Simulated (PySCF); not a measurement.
# C2H7GeN: the cost of one run

Programs: PySCF 2.14.0, with density-fitted response routines of our own. Each step states its level of theory. These are calculated values for one molecule in the gas phase, unless marked as measured. Atoms are numbered from 0 throughout.

### 1 The starting structure

11 atoms, charge 0, multiplicity 1; geometry from: GFN2-xTB. The atoms were then displaced at random by about 0.01 Å, so the start is not that level's minimum.

Bonds of the start (Å): C0–N1 1.42, N1–C2 1.24, C2–Ge3 2.02, C0–H4 1.09, C0–H5 1.06, C0–H6 1.10, C2–H7 1.11, Ge3–H8 1.48, Ge3–H9 1.46, Ge3–H10 1.51.

### 2 Geometry optimisation at PBE0-D3(BJ)/def2-SVP

Job settings and geometry (Å):

```
{"job": {"xc": "PBE0", "basis": "def2-SVP", "d3": "d3bj", "grid": 1, "shake": 0.01, "kind": "geom"}, "charge": 0, "multiplicity": 1}
C     -1.689990    -0.097270     0.070900
N     -0.940420     1.109680     0.163090
C      0.293690     1.079630     0.095680
Ge     1.581790    -0.459140    -0.127310
H     -2.315190    -0.169990     0.961170
H     -1.099320    -0.972300    -0.066300
H     -2.384320     0.033000    -0.776320
H      0.824890     2.051780     0.184810
H      1.367390    -1.199400    -1.393860
H      2.938440     0.078790    -0.111710
H      1.461150    -1.480610     0.984190
```

On the command line:

```console
OMP_NUM_THREADS=1 python probes_run.py task.json out
```

One launch serves the whole session: the jobs run in the order shown.

**Question.** How long does this first job take on 1 thread of Arm Neoverse V2, shared host, and how much memory does it need?

About 26 s, with a peak of 0.44 GiB.
